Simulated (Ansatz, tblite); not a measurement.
**The cluster Hg₃H₁₂Se₃: a ladder of methods and basis sets**

One table from this session's results is given with a row withheld; the runs are named, their logs left out.

Computed with Ansatz 0.2.0, Gaussian basis. Level: as each input shows.

Plan: GFN1-xTB, GFN2-xTB, PBE-D4/def2-TZVP, r2SCAN-D4/def2-TZVP, BHLYP-D4/def2-TZVP, B3LYP-D4/def2-TZVP, r2SCANh-D4/def2-TZVP, PBE-D4/def2-SVP, PBE0-D4/def2-SVP, MP2/def2-SVP, RPA/def2-SVP.

3 further runs of the same task are left out: 3 set aside as unsound or not needed. Runs told in other sessions of the task aren't counted.

### The structure

The geometry is that of the singlet, from an earlier relaxation (PBE-D4/def2-SVP).

18 atoms, charge 0, spin multiplicity 1.

Bond lengths: Hg1–H7 1.669 Å, Hg1–H8 1.669 Å, Hg2–H9 1.669 Å, Hg2–H10 1.669 Å, Hg3–H11 1.669 Å, Hg3–H12 1.669 Å, Se4–H13 1.484 Å, Se4–H14 1.484 Å, Se5–H15 1.484 Å, Se5–H16 1.484 Å, Se6–H17 1.484 Å, Se6–H18 1.484 Å. Angles: H7–Hg1–H8 176.8°, H9–Hg2–H10 176.8°, H11–Hg3–H12 176.8°, H13–Se4–H14 91.2°, H15–Se5–H16 91.2°, H17–Se6–H18 91.2°.

Hg takes a core potential in the def2 sets. No spin-orbit coupling is included.

PBE0-D4/def2-TZVP was run before; its log isn't repeated, and its numbers join the tables.

The first run:

Tight binding, by tblite at 300 K electronic temperature and without a spin-polarisation term:

```python
tblite.interface.Calculator('GFN1-xTB', numbers, positions, charge=0, uhf=0).singlepoint()
```

Tight binding, by tblite at 300 K electronic temperature and without a spin-polarisation term:

```python
tblite.interface.Calculator('GFN2-xTB', numbers, positions, charge=0, uhf=0).singlepoint()
```

start.molden holds the orbitals of an earlier run on this state, given as this run's starting guess.

Input file in.yaml:

```yaml
crystal:
  periodic: [false, false, false]
  atoms:
    - {symbol: Hg, position_ang: [-1.625976, -1.618839, 3.244256]}
    - {symbol: Hg, position_ang: [3.236820, -1.630023, -1.622856]}
    - {symbol: Hg, position_ang: [-1.615927, 3.247026, -1.622349]}
    - {symbol: Se, position_ang: [-1.938815, 0.974805, 0.970458]}
    - {symbol: Se, position_ang: [0.980537, 0.977737, -1.937468]}
    - {symbol: Se, position_ang: [0.974524, -1.938451, 0.980469]}
    - {symbol: H, position_ang: [-2.601457, -2.601230, 2.311286]}
    - {symbol: H, position_ang: [-0.688694, -0.674234, 4.252169]}
    - {symbol: H, position_ang: [2.296370, -2.603927, -2.599728]}
    - {symbol: H, position_ang: [4.251782, -0.694442, -0.684140]}
    - {symbol: H, position_ang: [-2.593248, 2.317192, -2.605863]}
    - {symbol: H, position_ang: [-0.676545, 4.251992, -0.676672]}
    - {symbol: H, position_ang: [-3.397885, 0.786713, 0.778752]}
    - {symbol: H, position_ang: [-2.176849, 2.010598, 2.005581]}
    - {symbol: H, position_ang: [0.772304, 0.768212, -3.391329]}
    - {symbol: H, position_ang: [2.015156, 2.007507, -2.202480]}
    - {symbol: H, position_ang: [0.776485, -3.396003, 0.787280]}
    - {symbol: H, position_ang: [2.011408, -2.184643, 2.012623]}
basis:
  gaussian: {orbitals: def2-TZVP, initial_orbitals: start.molden}
hamiltonian: {xc: pbe, dispersion: d4}
scf: {omitted_lower_state_checks: [starts]}
output: {forces: true, orbitals: {seedname: orbitals}}
```

The run is started by

```bash
ansatz run in.yaml --threads 4 --pin off --events-out ev --progress --plain --max-ram 4787MiB
```

Steps of the session up to this table: PBE-D4/def2-TZVP; r2SCAN-D4/def2-TZVP; BHLYP-D4/def2-TZVP; B3LYP-D4/def2-TZVP; r2SCANh-D4/def2-TZVP; PBE-D4/def2-SVP; PBE0-D4/def2-SVP; MP2/def2-SVP; RPA/def2-SVP.

One of the session's tables, all rows but one given; the rest of the session is left out.

It belongs to the step «Binding energy». 

```
               level  binding an atom (eV)
         HF/def2-SVP                     ?
     PBE-D4/def2-SVP                 1.816
    PBE-D4/def2-TZVP                 1.840
 r2SCAN-D4/def2-TZVP                 1.870
r2SCANh-D4/def2-TZVP                 1.860
  B3LYP-D4/def2-TZVP                 1.852
    PBE0-D4/def2-SVP                 1.793
   PBE0-D4/def2-TZVP                 1.824
  BHLYP-D4/def2-TZVP                 1.820
        MP2/def2-SVP                 1.601
```

**Question.** Estimate the row for HF/def2-SVP.

As computed: binding an atom (eV): 1.181. In the column «binding an atom (eV)» it is the lowest.

To keep in mind: Free atoms were run apart at each level; binding is atoms less cluster, divided by the number of atoms, without zero-point or spin-orbit terms.
